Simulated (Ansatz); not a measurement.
# GaCu3: how settings move the results

An exercise on one series of results from a longer session: the logs are not shown, and one member is left open.

Program: Ansatz 0.2.0. Level of theory: DFT PBEsol, scalar-relativistic, plane waves, PAW. These are calculated values, not measurements.

## The structure to begin with

Symmetry: Pm-3m, No. 221, cubic system. Conventional cell: a = 3.645 Å, b = 3.645 Å, c = 3.645 Å, α = 90.00°, β = 90.00°, γ = 90.00°. Ga (site symmetry m-3m) has 12 Cu at 2.58 Å as nearest neighbours. Cu (site symmetry 4/mmm) is surrounded by 4 Ga at 2.58 Å and 8 Cu at 2.58 Å.

Coordinates:

```cif
data_structure
_symmetry_space_group_name_H-M 'P 1'
_symmetry_Int_Tables_number 1
_cell_length_a 3.6454
_cell_length_b 3.6454
_cell_length_c 3.6454
_cell_angle_alpha 90.000
_cell_angle_beta 90.000
_cell_angle_gamma 90.000
_cell_volume 48.44
loop_
_atom_site_label
_atom_site_type_symbol
_atom_site_fract_x
_atom_site_fract_y
_atom_site_fract_z
_atom_site_occupancy
Ga1 Ga 0.00000 0.00000 0.00000 1
Cu1 Cu 0.50000 0.00000 0.50000 1
Cu2 Cu 0.50000 0.50000 0.00000 1
Cu3 Cu 0.00000 0.50000 0.50000 1
```

The structure comes from the Materials Project (structure only); it is used as listed.

Set-up of the first run:

Contents of input.yaml:

```yaml
crystal:
  lattice:
    - [3.64539486, 0.0, 0.0]
    - [0.0, 3.64539486, 0.0]
    - [0.0, 0.0, 3.64539486]
  atoms:
    - { symbol: Ga, position: [0.0, 0.0, 0.0] }
    - { symbol: Cu, position: [0.5, 0.0, 0.5] }
    - { symbol: Cu, position: [0.5, 0.5, 0.0] }
    - { symbol: Cu, position: [0.0, 0.5, 0.5] }
basis:
  ecutwfc: 420
kpoints:
  mp_grid: { grid: [6, 6, 6] }
hamiltonian:
  xc: pbesol
scf:
  occupations: { method: gaussian, width: 0.1 }
output:
  forces: true
  stress: true
  eigenvalues: true
```

Among the steps run: Probe: one point at the start; Base run on a denser mesh; Plane-wave cutoff set to 250 eV; Plane-wave cutoff: 300 eV; Plane-wave cutoff: 350 eV; Plane-wave cutoff: 500 eV.

One of the session's tables, all rows but one given; the rest of the session is left out.

| cutoff (eV) | ΔE (meV/atom) | pressure (GPa) |
| --- | --- | --- |
| 250 | 2281 | 0.23 |
| 300 | 247 | 2.08 |
| 350 | 14.3 | -1.13 |
| 420 | ? | ? |
| 500 | 0.00 | -1.33 |

**Question.** Estimate the row for cutoff (eV) = 420.

Worked estimate for «ΔE (meV/atom)». A straight line through the neighbours (350, 14.3) and (500, 0.00) gives 14.3 + (0.00 − 14.3) × (420 − 350) / (500 − 350) = 7.63; a parabola fitted to 3 rows on both sides gives -120.02.

The run gave: ΔE (meV/atom): 1.94; pressure (GPa): -1.31. In «ΔE (meV/atom)» the line misses by +5.69 and the parabola by -121.96. Between these rows the values bend or scatter more than so simple an estimate can follow.

To keep in mind: The energy still moves by 1.94 meV/atom between the last two values of the plane-wave cutoff, so 1 meV/atom is not shown to be reached. Warnings in the runs' records: cutoff below recommended.
